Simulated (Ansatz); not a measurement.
What does this script print? It uses Ansatz 0.2.0 through its Python package.

Input file `li3mg_li3mg.extxyz`:
```text
4
Lattice="4.30344196 0.0 0.0 0.0 4.30344196 0.0 0.0 0.0 4.30344196" Properties=species:S:1:pos:R:3 pbc="T T T"
Li    2.15172098    2.15172098    0.00000000
Li    2.15172098    0.00000000    2.15172098
Li    0.00000000    2.15172098    2.15172098
Mg    0.00000000    0.00000000    0.00000000
```

The script, `li3mg.py`:
```python
'''Binding of Li3Mg against spin-polarised atoms in a box.'''

from collections import Counter
import warnings

import ansatz as az


def counts(outcome):
    return Counter(site.symbol for site in outcome.lattice.sites)

UNPAIRED = {'Li': 1, 'Mg': 0}  # unpaired electrons of the free atoms


def run_phase(name, crystal):
    calc = (
        crystal.calculation()
        .functional('lda')
        .scf(tolerance=1e-08)
        .basis(460)
        .kpoints(spacing=0.26)
        .occupations('fermi_dirac', width=0.02)
    )
    if name.endswith(' atom'):
        calc = calc.kpoints(1, 1, 1).occupations('fermi_dirac', width=0.01)
        if UNPAIRED[name.split()[0]]:
            calc = calc.spin('collinear')
        return calc.run(threads=1)
    calc = calc.relax(force_tolerance=0.02, cell=True)
    return calc.run(threads=1)

warnings.simplefilter('ignore')

phases = {}
li3mg = az.Crystal.from_extxyz('li3mg_li3mg.extxyz')
phases['Li3Mg'] = li3mg
# free atoms: a low-symmetry box, moments by the rule of Hund
for element, moment in UNPAIRED.items():
    phases[f'{element} atom'] = az.Lattice.orthorhombic(9.0, 9.5, 10.0).atom(element, (0.5, 0.5, 0.5), moment=moment or None)

done = {}
for name, crystal in phases.items():
    done[name] = run_phase(name, crystal)
    print(f'{name}: {done[name].report["energy_sigma0_ev"]:.4f} eV, {len(done[name].lattice.sites)} atoms')

for element in UNPAIRED:
    atom = done[f'{element} atom'].report
    print(f'{element} atom: {atom["energy_sigma0_ev"]:.4f} eV, moment {atom["magnetization_mub"]:.2f} muB')
solid = done['Li3Mg']
n = counts(solid)
binding = (sum(k * done[f'{e} atom'].report['energy_sigma0_ev'] for e, k in n.items()) - solid.report['energy_sigma0_ev']) / sum(n.values())
print(f'cohesive energy {binding:.3f} eV/atom = {96.4853 * binding:.0f} kJ/mol of atoms (no zero-point energy)')
```

`python li3mg.py` gives:
```text
Li3Mg: -2506.6882 eV, 4 atoms
Li atom: -199.8759 eV, 1 atoms
Mg atom: -1899.8510 eV, 1 atoms
Li atom: -199.8759 eV, moment 1.00 muB
Mg atom: -1899.8510 eV, moment 0.00 muB
cohesive energy 1.802 eV/atom = 174 kJ/mol of atoms (no zero-point energy)
```

What to keep in mind:
- These settings explore the input space; cutoff and mesh may be short of convergence.
- The magnetic order follows from the starting moments and needn't be the lowest.
- For the metals among these phases the mesh is modest: differences between phases can be off by up to 40 meV an atom.
- The program warned that this SCF threshold is loose for forces or stresses.
- The cells come from databases of deposited and of computed structures, and not all need be stable phases.
- Free atoms in a box carry small image and symmetry errors, and spin-orbit coupling is left out.
- The script silences warnings, which a real study should read.
- Timing: 14 s on 1 thread of Arm Neoverse V1, with other jobs on the host, peak memory 0.67 GiB.
